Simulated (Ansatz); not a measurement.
# Sr2B3: the cost of one run

Computed with Ansatz 0.2.0 (DFT PBE, scalar-relativistic, plane waves, PAW, unless a step's input says otherwise).

1 further run of the same task is left out (it didn't finish).

### Step 1. The starting structure

The structure is orthorhombic, space group Cmmm (No. 65). The conventional cell has a = 5.588 Å, b = 6.866 Å, c = 4.609 Å, α = 90.00°, β = 90.00°, γ = 90.00°. Sr (site symmetry mmm) is surrounded by 10 B at 2.79 to 3.20 Å. Sr (site symmetry mmm) is surrounded by 6 B at 2.21 to 2.30 Å. Around B (site symmetry 2/m) lie 6 Sr at 2.21 to 3.20 Å. B (site symmetry mmm) is surrounded by 4 Sr at 2.30 to 2.79 Å.

Coordinates:

```cif
data_structure
_symmetry_space_group_name_H-M 'Cmmm'
_symmetry_Int_Tables_number 65
_cell_length_a 5.5884
_cell_length_b 6.8661
_cell_length_c 4.6087
_cell_angle_alpha 90.000
_cell_angle_beta 90.000
_cell_angle_gamma 90.000
_cell_volume 176.84
loop_
_atom_site_label
_atom_site_type_symbol
_atom_site_symmetry_multiplicity
_atom_site_Wyckoff_symbol
_atom_site_fract_x
_atom_site_fract_y
_atom_site_fract_z
_atom_site_occupancy
Sr1 Sr 2 d 0.00000 0.00000 0.50000 1
Sr2 Sr 2 b 0.50000 0.00000 0.00000 1
B1 B 4 e 0.25000 0.25000 0.00000 1
B2 B 2 c 0.50000 0.00000 0.50000 1
```

A structure generator made this guess: random cell by space group and Wyckoff sites (Cmmm, No. 65). Its size is a rough estimate.

### Step 2. The guess as it stands, on a coarse mesh

Contents of input.yaml:

```yaml
crystal:
  lattice:
    - [2.79421338, -3.43305107, 0.0]
    - [2.79421338, 3.43305107, 0.0]
    - [0.0, 0.0, 4.60871117]
  atoms:
    - { symbol: Sr, position: [0.0, 0.0, 0.5] }
    - { symbol: Sr, position: [0.5, 0.5, 0.0] }
    - { symbol: B, position: [0.0, 0.5, 0.0] }
    - { symbol: B, position: [0.5, 0.0, 0.0] }
    - { symbol: B, position: [0.5, 0.5, 0.5] }
basis:
  ecutwfc: 420
kpoints:
  mp_grid: { grid: [4, 4, 4] }
hamiltonian:
  xc: pbe
scf:
  occupations: { method: gaussian, width: 0.1 }
  lower_state_search: "off"
output:
  forces: true
  stress: true
  eigenvalues: true
```

Started as:

```
$ ansatz run input.yaml --threads 1 --pin off --max-ram 2560MiB --backend cpu --events-out ev --progress --plain --runs-dir out
```

**Question.** How long does this run take on 1 thread of Intel Xeon Platinum 8259CL at 2.50GHz (Skylake/Cascade Lake), shared host, and how much memory does it need?

About 2.4 s, with a peak of 0.39 GiB.
